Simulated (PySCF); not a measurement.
# Solver options tried on InB (triplet)

The same problem is solved with other solver options, one edit a run.

Program: PySCF 2.14.0. Level of theory: method and basis as typed in the scripts. These are calculated values, not measurements.

3 further runs of the same task are left out: 1 for a known fault of the program, 2 that didn't finish.

## 1. Where the work starts

InB (triplet): 2 atoms, charge 0, spin multiplicity 3.

Bond lengths: In1–B2 2.205 Å.

## 2. The run that the others are compared with

input.py

```python
from pyscf import gto, scf
from pyscf.hessian import thermo

mol = gto.M(
    atom='In 0 0 0; B 0 0 2.205',
    basis='crenbl',
    ecp={'In': 'crenbl', 'B': 'crenbl'},
    charge=0,
    spin=2,
    verbose=4,
)
mf = scf.UHF(mol)
mf = mf.newton()
mf.kernel()
hess = mf.Hessian().kernel()
print('wavenumber (cm^-1) =', thermo.harmonic_analysis(mol, hess)['freq_wavenumber'].round(1))
mf.dip_moment()
print('orbital energies (hartree):', [e[max(0, n-3):n+3].round(4) for e, n in zip(mf.mo_energy, mol.nelec)])
```

On the command line:

```console
$ python input.py
```

Its log is not repeated here.

Base result: E(SCF) = -59.209162 Eh, 5 macro-iterations, ⟨S²⟩ = 2.498, μ = 2.86 D, wavenumbers 500 cm⁻¹.

⟨S²⟩ = 2.50 against 2.00 for a pure state: the determinant is spin-contaminated. The bond length is a typed value, not an optimised one, so the wavenumber is not that of the minimum. The triplet is typed in the script; nothing here shows that it is the ground state.

## 3. Initial guess hcore

Run 1 changes initial guess: minao → hcore.

input.py

```python
from pyscf import gto, scf
from pyscf.hessian import thermo

mol = gto.M(
    atom='In 0 0 0; B 0 0 2.205',
    basis='crenbl',
    ecp={'In': 'crenbl', 'B': 'crenbl'},
    charge=0,
    spin=2,
    verbose=4,
)
mf = scf.UHF(mol)
mf.init_guess = 'hcore'
mf = mf.newton()
mf.kernel()
hess = mf.Hessian().kernel()
print('wavenumber (cm^-1) =', thermo.harmonic_analysis(mol, hess)['freq_wavenumber'].round(1))
mf.dip_moment()
print('orbital energies (hartree):', [e[max(0, n-3):n+3].round(4) for e, n in zip(mf.mo_energy, mol.nelec)])
```

On the command line:

```console
$ python input.py
```

## 4. Damping 0.95

Run 2 changes damping: none → 0.95.

Edit input.py of step 2 so:

```diff
@@ -12,2 +12,4 @@
 mf = scf.UHF(mol)
+mf.damp = 0.95
+mf.diis_start_cycle = 8
 mf = mf.newton()
```

## 5. Initial guess 1e

Run 3 changes initial guess: minao → 1e.

Edit input.py of step 2 so:

```diff
@@ -12,2 +12,3 @@
 mf = scf.UHF(mol)
+mf.init_guess = '1e'
 mf = mf.newton()
```

## 6. Level shift 5 hartree

Run 4 changes level shift: none → 5 hartree.

Edit input.py of step 2 so:

```diff
@@ -12,2 +12,3 @@
 mf = scf.UHF(mol)
+mf.level_shift = 5.0
 mf = mf.newton()
```

## 7. DIIS space 2

Run 5 changes DIIS space: default → 2.

Edit input.py of step 2 so:

```diff
@@ -12,2 +12,3 @@
 mf = scf.UHF(mol)
+mf.diis_space = 2
 mf = mf.newton()
```

**Question.** What will these runs give? Wanted: for each run, E(SCF); from base; gap, α spin; SCF dipole; after the SCF.

As calculated:

| run | E(SCF) (hartree) | from base (eV) | cycles | gap, α spin (eV) | SCF dipole (D) | after the SCF |
| --- | --- | --- | --- | --- | --- | --- |
| base | -59.209162 | 0 | 5 macro | 7.49 | 2.86 | highest mode 500 cm⁻¹ |
| initial guess hcore | -59.211715 | -0.0695 | 16 macro | 7.24 | 1.29 | highest mode 372 cm⁻¹ |
| damping 0.95 | -59.209162 | 0.0000 | 5 macro | 7.49 | 2.86 | highest mode 500 cm⁻¹ |
| initial guess 1e | -59.211715 | -0.0695 | 16 macro | 7.24 | 1.29 | highest mode 372 cm⁻¹ |
| level shift 5 hartree | -59.209162 | 0.0000 | 5 macro | 7.49 | 2.86 | highest mode 500 cm⁻¹ |
| DIIS space 2 | -59.209162 | 0.0000 | 5 macro | 7.49 | 2.86 | highest mode 500 cm⁻¹ |

Distance from each run's final energy (log10 hartree) by cycle:

| run | cycle 1 | cycle 2 | cycle 3 | cycle 5 | cycle 8 | cycle 12 |
| --- | --- | --- | --- | --- | --- | --- |
| base | -1.8 | -2.4 | -5.7 | < -11 | done | done |
| initial guess hcore | 1.6 | 1.2 | 1.0 | 0.4 | -0.4 | -1.5 |
| damping 0.95 | -1.8 | -2.4 | -5.7 | < -11 | done | done |
| initial guess 1e | 1.6 | 1.2 | 1.0 | 0.4 | -0.4 | -1.5 |
| level shift 5 hartree | -1.8 | -2.4 | -5.7 | < -11 | done | done |
| DIIS space 2 | -1.8 | -2.4 | -5.7 | < -11 | done | done |

**Reading.** The SCF energy stays the same, to the digits that matter, with damping 0.95 or level shift 5 hartree or DIIS space 2. The largest comparable shift of the SCF energy, -0.069 eV, comes with the run “initial guess hcore”. With initial guess hcore the SCF ends in another solution, 0.07 eV lower: the path to self-consistency decides the state here. With initial guess 1e the SCF ends in another solution, 0.07 eV lower: the path to self-consistency decides the state here. The cycles with damping 0.95 or level shift 5 hartree or DIIS space 2 repeat those of the base digit for digit, so the setting never acted.
